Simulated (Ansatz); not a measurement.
**YNbSe3: from a guess to a relaxed structure**

The task: take a trial cell of YNbSe3 to zero force and stress.

Program: Ansatz 0.2.0. Level of theory: DFT PBE, scalar-relativistic, plane waves, PAW. These are calculated values, not measurements.

2 further runs of the same task are left out: 1 for a known fault of the program, 1 set aside as unsound or not needed.

### Step 1. Starting point

It takes space group Pm-3m (No. 221, cubic). The conventional cell has a = 5.080 Å, b = 5.080 Å, c = 5.080 Å, α = 90.00°, β = 90.00°, γ = 90.00°. Y (site symmetry m-3m) is surrounded by 6 Se at 2.54 Å. Around Nb (site symmetry m-3m) lie 12 Se at 3.59 Å. Around Se (site symmetry 4/mmm) lie 2 Y at 2.54 Å and 4 Nb at 3.59 Å.

Coordinates:

```
Y Nb Se
1.0
     5.07992    0.00000    0.00000
     0.00000    5.07992    0.00000
     0.00000    0.00000    5.07992
Y Nb Se
1 1 3
Direct
  0.00000 0.00000 0.00000
  0.50000 0.50000 0.50000
  0.50000 0.00000 0.00000
  0.00000 0.50000 0.00000
  0.00000 0.00000 0.50000
```

A structure generator made this guess: random cell by space group and Wyckoff sites (Pm-3m, No. 221). Lengths come from tabulated atomic sizes and are only a guess.

### Step 2. The guess as it stands, on a coarse mesh

input.yaml reads:

```yaml
crystal:
  lattice:
    - [5.07992238, 0.0, 0.0]
    - [0.0, 5.07992238, 0.0]
    - [0.0, 0.0, 5.07992238]
  atoms:
    - { symbol: "Y", position: [0.0, 0.0, 0.0] }
    - { symbol: Nb, position: [0.5, 0.5, 0.5] }
    - { symbol: Se, position: [0.5, 0.0, 0.0] }
    - { symbol: Se, position: [0.0, 0.5, 0.0] }
    - { symbol: Se, position: [0.0, 0.0, 0.5] }
basis:
  ecutwfc: 420
kpoints:
  mp_grid: { grid: [4, 4, 4] }
hamiltonian:
  xc: pbe
scf:
  occupations: { method: gaussian, width: 0.1 }
  lower_state_search: "off"
output:
  forces: true
  stress: true
  eigenvalues: true
```

The run is started by

```
$ ansatz run input.yaml --threads 1 --pin off --max-ram 2048MiB --backend cpu --events-out ev --progress --plain --runs-dir out
```

The program printed (excerpt; [...] marks lines left out):

```text
Warning: RAYON_NUM_THREADS=1 ignored (pool sized by the plan → 1); use --threads N
[...]
Pseudopotentials: kind: paw
Pseudopotential: Y, paw, valence charge 11, recommended cutoff 420 eV (normal), Y.paw.azcp
Pseudopotential: Nb, paw, valence charge 13, recommended cutoff 420 eV (normal), Nb.paw.azcp
Pseudopotential: Se, paw, valence charge 16, recommended cutoff 420 eV (normal), Se.paw.azcp
Functional definition: PBE
[...]
Crystal: 5 atoms, lattice volume = 131.091 Å³
Basis set: ecut = 420 eV, 2553 PW (Γ), exchange–correlation on 72×72×72 points (8 copies of the dense FFT grid, shifted against one another)
Bands: 44, of which v1, the nominal top of the filled ones, is band 36 counted from 1 (35 counted from 0)
Symmetry: 48 space group operations
Space group: Pm-3m (ITA 221), of the structure as read, at distance tolerance 5.1e-5 Å
k-points: 10 of 64
[...]
SCF iter   1: F=—  HF=-24806.379410 eV  |F-HF|=—  |Δ(HF+E_count)|=         —  Δρ=6.22e-3  dr2=2.05e-1  ethr=1.77e-3  ⟨swp⟩=5.6  Hψ=1612  notcnv=0
[...]
SCF iter   8: F=-24806.357486 eV  HF=-24806.357486 eV  |F-HF|=8.90e-9  |Δ(HF+E_count)|=   9.46e-8  Δρ=2.69e-6  dr2=1.39e-8  ethr=1.39e-10  ⟨swp⟩=7.3  Hψ=1817  notcnv=0
[...]
SCF converged after 8 iterations
Free energy (F): -24806.357486 eV
[...]
E sigma→0 (E₀):  -24806.332163 eV
Entropy (-TS):   -0.050646 eV (-10.129 meV/atom)
Fermi energy:    9.079479 eV
[...]
--- Forces (eV/Å), atoms counted from 1 ---
  atom   1  Y     -0.00000000     0.00000000     0.00000000
  atom   2  Nb     0.00000000    -0.00000000    -0.00000000
  atom   3  Se     0.00000000    -0.00000000     0.00000000
  atom   4  Se     0.00000000     0.00000000     0.00000000
  atom   5  Se     0.00000000    -0.00000000     0.00000000
[...]
--- Stress (GPa, compression-positive) ---
        8.188810       0.000000       0.000000
        0.000000       8.188810       0.000000
        0.000000       0.000000       8.188810
  P = ⅓ Tr σ = 8.1888 GPa (81.888 kbar)
--- Band table (eV; the first three rows and the last of 10) ---
[...]
```

It took 3.8 s on 1 thread of Arm Neoverse V1, shared host; peak memory 0.4 GiB.

The probe gives pressure 8.2 GPa, largest force 0.00 eV/Å, gap on this mesh none (metal). A guess like this is first relaxed loosely on the coarse mesh.

### Step 3. Rough relaxation on the coarse mesh

Edit input.yaml of step 2 so:

```diff
@@ -24 +24,9 @@
   eigenvalues: true
+  populations: true
+magnetization:
+  spin_polarized: true
+relax:
+  adjacent_minimum: "off"
+  f_tol: 0.04
+  max_steps: 70
+  cell: { stress_tol: 0.4 }
```

The run is started by

```
$ ansatz run input.yaml --threads 1 --pin off --max-ram 2048MiB --backend cpu --events-out ev --progress --plain --runs-dir out
```

The program printed:

```text
Warning: RAYON_NUM_THREADS=1 ignored (pool sized by the plan → 1); use --threads N
Engine: ansatz 0.2.0, aarch64-unknown-linux-gnu
[... 5 set-up lines as earlier in the session ...]
  parameter kappa = 0.804
  parameter beta = 0.06672455060314922
  exchange = pbe_x(kappa = kappa, mu = beta*pi^2/3)
  correlation = pbe_c(beta = beta)
Crystal: 5 atoms, lattice volume = 131.091 Å³
Basis set: ecut = 420 eV, 2553 PW (Γ), exchange–correlation on 72×72×72 points (8 copies of the dense FFT grid, shifted against one another)
Bands: 44, of which v1, the nominal top of the filled ones, is band 36 counted from 1 (35 counted from 0)
[... 2 set-up lines as earlier in the session ...]
k-points: 10 of 64
Non-local potential: Y, projectors of the file, l = 0: 3, l = 1: 2, l = 2: 2, l = 3: 1
Non-local potential: Nb, projectors of the file, l = 0: 3, l = 1: 2, l = 2: 2, l = 3: 1
Non-local potential: Se, projectors of the file, l = 0: 2, l = 1: 2, l = 2: 3, l = 3: 1
PAW form: soft (Blöchl's): semilocal exchange-correlation on the pseudo side does not see the compensation charge
PAW one-centre angular grid: Y, 590 points (default); XC on 64 Gauss nodes
PAW one-centre angular grid: Nb, 590 points (default); XC on 64 Gauss nodes
PAW one-centre angular grid: Se, 590 points (default); XC on 64 Gauss nodes
Initial density: superposition of atomic densities (chi_scale 0.1, normalization cell, long waves kept (reshape's long-wave potential 0.00 eV rms))
Initial wavefunctions: pseudopotential atomic-orbital guess
Functional: x = pbe(κ = 0.804, μ = 0.2195149727645171), c = pbe(β = 0.06672455060314922)
SCF iter   1: F=—  HF=-24809.747375 eV  |F-HF|=—  |Δ(HF+E_count)|=         —  Δρ=3.25e-2 (↑3.25e-2 ↓3.25e-2)  dr2=2.02e1  dr2_m=0.00e0  M=0.000 μB ∫|m|=0.000 μB  β_m=0.30  ethr=3.10e-3  ⟨swp⟩=5.9  Hψ=1561  notcnv=0
preconditioner: auto → Kerker (q_TF=auto, 2.469 Å⁻¹)  [metal: Δε(μ)=0.077 eV  Ē_g=6.546 eV  σ=0.100 eV  W_gap=0.41  n_scr=26 (ndim 8)  ℏωp=16.5 eV  f_vac=0.000  D(μ)=6.10/eV (n_scr^D=56)]
spin=Collinear: Kerker preconditioning applied to the charge; magnetization (m = ρ↑ − ρ↓) channel mixes plain (no charge-response kernel on spin).
SCF iter   2: F=—  HF=-24807.746541 eV  |F-HF|=—  |Δ(HF+E_count)|=    2.00e0  Δρ=1.90e-2 (↑1.90e-2 ↓1.90e-2)  dr2=4.88e0  dr2_m=0.00e0  M=0.000 μB ∫|m|=0.000 μB  β_m=0.43  ethr=3.10e-3  ⟨swp⟩=2.5  Hψ=682  notcnv=0  defer=11
SCF iter   3: F=—  HF=-24806.760306 eV  |F-HF|=—  |Δ(HF+E_count)|=   9.86e-1  Δρ=9.58e-3 (↑9.58e-3 ↓9.58e-3)  dr2=1.62e0  dr2_m=0.00e0  M=0.000 μB ∫|m|=0.000 μB  β_m=0.49  ethr=3.10e-3  ⟨swp⟩=2.9  Hψ=710  notcnv=0  defer=12
SCF iter   4: F=—  HF=-24801.019934 eV  |F-HF|=—  |Δ(HF+E_count)|=    5.74e0  Δρ=8.70e-2 (↑8.70e-2 ↓4.83e-2)  dr2=1.26e1  dr2_m=5.02e0  M=8.057 μB ∫|m|=8.154 μB  ethr=2.25e-3  ⟨swp⟩=2.6  Hψ=600  notcnv=0  defer=14
Mixer restart at iter 4: flushing history
SCF iter   5: F=—  HF=-24806.220507 eV  |F-HF|=—  |Δ(HF+E_count)|=         —  Δρ=2.85e-2 (↑2.41e-2 ↓2.85e-2)  dr2=3.71e0  dr2_m=5.19e-1  M=4.442 μB ∫|m|=4.540 μB  β_m=0.49  ethr=2.25e-3  ⟨swp⟩=3.9  Hψ=1888  notcnv=0  defer=26
SCF iter   6: F=—  HF=-24806.645756 eV  |F-HF|=—  |Δ(HF+E_count)|=   4.25e-1  Δρ=3.43e-2 (↑3.43e-2 ↓2.58e-2)  dr2=2.04e0  dr2_m=9.65e-1  M=2.421 μB ∫|m|=2.856 μB  β_m=0.49  ethr=2.25e-3  ⟨swp⟩=2.6  Hψ=1331  notcnv=0  defer=26
SCF iter   7: F=—  HF=-24806.854722 eV  |F-HF|=—  |Δ(HF+E_count)|=   2.09e-1  Δρ=1.54e-2 (↑1.54e-2 ↓1.51e-2)  dr2=1.40e-1  dr2_m=2.73e-1  M=2.539 μB ∫|m|=3.339 μB  β_m=0.43  ethr=2.25e-3  ⟨swp⟩=2.1  Hψ=1036  notcnv=0  defer=26
SCF iter   8: F=—  HF=-24807.088100 eV  |F-HF|=—  |Δ(HF+E_count)|=   2.33e-1  Δρ=6.29e-3 (↑6.29e-3 ↓5.45e-3)  dr2=9.94e-2  dr2_m=3.17e-2  M=2.467 μB ∫|m|=3.734 μB  β_m=0.68  ethr=1.95e-4  ⟨swp⟩=2.1  Hψ=1365  notcnv=0  defer=29
SCF iter   9: F=—  HF=-24807.125173 eV  |F-HF|=—  |Δ(HF+E_count)|=   3.71e-2  Δρ=2.59e-3 (↑2.59e-3 ↓6.73e-4)  dr2=1.78e-2  dr2_m=2.69e-3  M=2.240 μB ∫|m|=3.884 μB  β_m=0.74  ethr=1.38e-4  ⟨swp⟩=2.2  Hψ=1318  notcnv=0  defer=30
SCF iter  10: F=—  HF=-24807.125708 eV  |F-HF|=—  |Δ(HF+E_count)|=   5.35e-4  Δρ=1.05e-3 (↑1.05e-3 ↓6.91e-4)  dr2=8.39e-3  dr2_m=3.37e-4  M=2.173 μB ∫|m|=3.865 μB  β_m=0.87  ethr=2.48e-5  ⟨swp⟩=2.4  Hψ=1332  notcnv=0  defer=30
SCF iter  11: F=—  HF=-24807.125491 eV  |F-HF|=—  |Δ(HF+E_count)|=   2.17e-4  Δρ=2.43e-4 (↑2.03e-4 ↓2.43e-4)  dr2=1.78e-4  dr2_m=4.61e-5  M=2.194 μB ∫|m|=3.916 μB  β_m=0.84  ethr=1.17e-5  ⟨swp⟩=1.1  Hψ=848  notcnv=0  defer=30
SCF iter  12: F=—  HF=-24807.125584 eV  |F-HF|=—  |Δ(HF+E_count)|=   9.24e-5  Δρ=9.91e-5 (↑9.91e-5 ↓7.19e-5)  dr2=6.10e-5  dr2_m=3.11e-6  M=2.191 μB ∫|m|=3.932 μB  β_m=0.92  ethr=2.47e-7  ⟨swp⟩=2.0  Hψ=1218  notcnv=0  defer=30
SCF iter  13: F=—  HF=-24807.125519 eV  |F-HF|=—  |Δ(HF+E_count)|=   6.48e-5  Δρ=3.17e-5 (↑3.17e-5 ↓2.41e-5)  dr2=5.83e-6  dr2_m=4.30e-7  M=2.188 μB ∫|m|=3.933 μB  β_m=0.96  ethr=8.47e-8  ⟨swp⟩=1.9  Hψ=1001  notcnv=0  defer=30
iter 14 did not close the SCF: its close was put off for a magnetic moment that had not settled (scf_convergence_deferred on its scf_iter line)
SCF iter  14: F=-24807.125520 eV  HF=-24807.125520 eV  |F-HF|=1.05e-7  |Δ(HF+E_count)|=   1.20e-6  Δρ=7.76e-6 (↑6.38e-6 ↓7.76e-6)  dr2=7.22e-8  dr2_m=5.04e-8  M=2.187 μB ∫|m|=3.932 μB  β_m=0.98  ethr=1.39e-10  ⟨swp⟩=7.5  Hψ=4145  notcnv=0
iter 15 did not close the SCF: its close was put off until two iterations running show no level that it waits for move by more than its bar (scf_convergence_deferred on its scf_iter line)
SCF iter  15: F=-24807.125520 eV  HF=-24807.125520 eV  |F-HF|=5.68e-9  |Δ(HF+E_count)|=   1.67e-7  Δρ=1.33e-6 (↑1.33e-6 ↓6.76e-7)  dr2=9.65e-9  dr2_m=7.01e-10  M=2.187 μB ∫|m|=3.931 μB  β_m=0.99  ethr=1.00e-10  ⟨swp⟩=2.2  Hψ=3082  notcnv=0
SCF iter  16: F=-24807.125520 eV  HF=-24807.125520 eV  |F-HF|=7.13e-10  |Δ(HF+E_count)|=   1.05e-9  Δρ=3.65e-7 (↑3.65e-7 ↓1.58e-7)  dr2=9.93e-10  dr2_m=3.28e-11  M=2.188 μB ∫|m|=3.931 μB  ethr=1.34e-11  ⟨swp⟩=2.0  Hψ=2364  notcnv=0
SCF 1 converged in 16 iterations: F = -24807.125520 eV  dr2 = 9.93e-10
relax step   1: F+E_penalty+E_count = -24807.12552016 eV  Δ(F+E_penalty+E_count) = +0.000e0 eV  max|allowed force component| = 5.091e-29 eV/Å  Δτ_max = 0.0000 Å  P = +9.691 GPa  Ω = 131.091 Å³  (16 SCF iters, dr2 threshold 1.00e-7 eV, accepted)
[... 18 lines left out ...]
relax step   2: F+E_penalty+E_count = -24807.69059272 eV  Δ(F+E_penalty+E_count) = -5.651e-1 eV  max|allowed force component| = 2.209e-29 eV/Å  Δτ_max = 0.0000 Å  P = +0.423 GPa  Ω = 151.212 Å³  energy of the carried Pulay correction = -1.360e-3 eV  (10 SCF iters, dr2 threshold 5.00e-7 eV, accepted)
[... 14 lines left out ...]
relax step   3: F+E_penalty+E_count = -24807.69223202 eV  Δ(F+E_penalty+E_count) = -1.639e-3 eV  max|allowed force component| = 1.557e-29 eV/Å  Δτ_max = 0.0000 Å  P = +0.093 GPa  Ω = 152.277 Å³  energy of the carried Pulay correction = -1.426e-3 eV  (8 SCF iters, dr2 threshold 4.47e-7 eV, accepted)
[... 15 lines left out ...]
relax step   4: F+E_penalty+E_count = -24807.69324344 eV  Δ(F+E_penalty+E_count) = -1.011e-3 eV  max|allowed force component| = 6.252e-30 eV/Å  Δτ_max = 0.0000 Å  P = +0.088 GPa  Ω = 152.277 Å³  stress off target by 8.77e-2 GPa  SCF on the basis re-selected at this cell (its energy is not comparable with the rows above)  (10 SCF iters)
basis re-selected at this cell: Δ(F+E_penalty+E_count) = -1.011e-3 eV, ΔP = -0.005 GPa vs the last step (what re-selecting the basis moved, of the pressure what is left beyond the Pulay correction that the steps carried, after the strain that the cell walked since its last selection, with what the two solves' SCF thresholds leave and, on support functions, any second-order correction that the steps lacked; it is no measure of the basis error at this ecutwfc). This SCF's stress stands 8.77e-2 GPa from its target on what of the cell is left free (relax.cell.stress_tol is 4.00e-1 GPa) and its largest allowed force component is 6.25e-30 eV/Å (relax.f_tol is 4.00e-2 eV/Å): within both
SCF converged after 10 iterations
Magnetization: 2.1359 μB (37.0680 up, 34.9320 down)
Absolute magnetization: 4.3151 μB (∫|ρ↑−ρ↓|, with the PAW one-centre terms)
Spin contamination: 0.6690 ħ² per cell (⟨S²⟩ above its minimum at these occupations)
Per-site moments (μB) at R_I (Å): [(0.009545961363376668, 1.1013846571474126), (2.8702332024626545, 1.5575931195275123), (-0.25673945807732346, 1.1013846571474126), (-0.25673945807732323, 1.1013846571474126), (-0.25673945807732357, 1.1013846571474126)]
Free energy (F): -24807.693243 eV
Harris-Foulkes:  -24807.693243 eV  (|F-HF|=5.09e-9)
Internal energy: -24807.673275 eV  (E = F + TS)
E sigma→0 (E₀):  -24807.683259 eV
Entropy (-TS):   -0.019968 eV (-3.994 meV/atom)
Fermi energy:    6.933961 eV
--- Per-component energies (eV) ---
  E_band       = -1522.284651
  E_kinetic    = 1049.886476
  E_local      = -9793.600822  (includes V_loc(G=0)·N_el)
  E_nonlocal   = -1613.290726
  E_hartree    = 4519.202717
  E_xc         = -657.009398
  E_vxc        = -700.384154  (∫ρ·V_xc dr)
  E_paw        = -11633.183112  (= ΣΔE_a)
  E_vpaw       = 496.703025  (= ΣTr[D̂ρ^β])
  E_aug_tail   = -0.001823  (compensation charges beyond the density's cutoff)
  E_ewald      = -6679.676586
  E_smearing   = -0.019968  (= −TS)
  E_closure    = -0.000000  (closes the sum)
  Σ components = -24807.693243   (vs F -24807.693243, Δ=0.00e0)
--- Forces (eV/Å), atoms counted from 1 ---
  atom   1  Y     -0.00000000     0.00000000     0.00000000
  atom   2  Nb    -0.00000000     0.00000000    -0.00000000
  atom   3  Se     0.00000000    -0.00000000    -0.00000000
  atom   4  Se    -0.00000000     0.00000000    -0.00000000
  atom   5  Se    -0.00000000    -0.00000000    -0.00000000
  max |Σ_I F_I| component: 1.08e-29 eV/Å
--- Stress (GPa, compression-positive) ---
        0.087667       0.000000       0.000000
        0.000000       0.087667       0.000000
        0.000000       0.000000       0.087667
  P = ⅓ Tr σ = 0.0877 GPa (0.877 kbar)
--- Band table (eV; the first three rows and the last of 20) ---
  k-point 0 ↑: bands = ["-49.3109", "-39.8615", "-39.8615", "-39.8615", "-39.8614", "-39.8614", "-39.8610", "-39.7878", "-39.7878", "-39.7878", "-39.7868", "-39.7868", "-39.7868", "-39.7755", "-39.7727", "-39.7727", "-34.4421", "-25.4452", "-25.4452", "-25.4452", "-14.6213", "-14.6213", "-14.6213", "-5.4357", "-4.6391", "-4.6391", "4.4223", "4.4223", "4.4223", "6.2440", "6.2440", "6.2440", "6.2708", "6.2708", "6.4582", "6.4582", "6.4582", "6.7677", "6.9109", "6.9109", "6.9109", "9.3939", "9.3939", "9.3939"]
[... 3 lines left out ...]
--- Relaxed structure (3 steps of the walk, 3 accepted, 1 SCFs on fresh bases) ---
  F+E_penalty+E_count = -24807.69324344 eV   max|allowed force component| = 6.252e-30 eV/Å   (the final SCF, on the basis selected at the relaxed cell)
  cell:  # Å, volume = 152.2773 Å³
    - [5.340046822532909, 7.222237291452134e-34, 1.6691392851356043e-33]
    - [9.790143883968448e-34, 5.340046822532909, 2.5679065925163148e-34]
    - [1.79753461476142e-33, 2.5679065925163148e-34, 5.340046822532909]
  atoms:
    - { symbol: Y, position: [5.055011475412639e-36, 1.4612142546065583e-36, 2.527505737717167e-36] }
    - { symbol: Nb, position: [0.5, 0.5, 0.5] }
    - { symbol: Se, position: [0.5, -2.0930906890099926e-36, 5.686887909857892e-36] }
    - { symbol: Se, position: [1.8956293032475082e-36, 0.5, 2.5275057377164476e-36] }
    - { symbol: Se, position: [1.1373775819662456e-35, 7.38505582737767e-36, 0.5] }
--- Löwdin populations: 5 sites ---
  site symbol       q [e]    m [muB]
     0      Y     10.6235     0.0375
     1     Nb     12.2237     3.2697
     2     Se     16.3389    -0.3997
     3     Se     16.3389    -0.3997
     4     Se     16.3389    -0.3997
  spilling = 0.001889 (of n_electrons = 72.000000)
```

Wall time 41 s (1 thread of Arm Neoverse V1, shared host); peak memory 0.49 GiB.

The steps of the relaxation:

```
step  E - E(step 1) (eV/cell)  largest force component (eV/Å)  pressure (GPa)  volume (Å³)
   1                   0.0000                          0.0000            9.69       131.09
   2                  -0.5651                          0.0000            0.42       151.21
   3                  -0.5667                          0.0000            0.09       152.28
   4                  -0.5677                          0.0000            0.09       152.28
```

Step 1 is the start. Step 4 repeats the geometry before it on a plane-wave basis chosen anew for that cell, so its energy need not be comparable with the rows above.

|  | before | after | change |
| --- | --- | --- | --- |
| a (Å) | 5.080 | 5.340 | +5.1 % |
| b (Å) | 5.080 | 5.340 | +5.1 % |
| c (Å) | 5.080 | 5.340 | +5.1 % |
| volume (Å³/atom) | 26.22 | 30.46 | +16.2 % |
| shortest distance (Å) | 2.540 | 2.670 | +5.1 % |
| space group (0.01 Å) | Pm-3m | Pm-3m | same |

Forces and stress were held to the start's 48 operations: a distortion of lower symmetry was not tested.

By site:

```csv
atom,moment in the atom's sphere (μB),Löwdin electrons
Y1,0.01,10.62
Nb2,2.87,12.22
Se3,-0.26,16.34
Se4,-0.26,16.34
Se5,-0.26,16.34
```

(Part 1 of 2 ends here.)
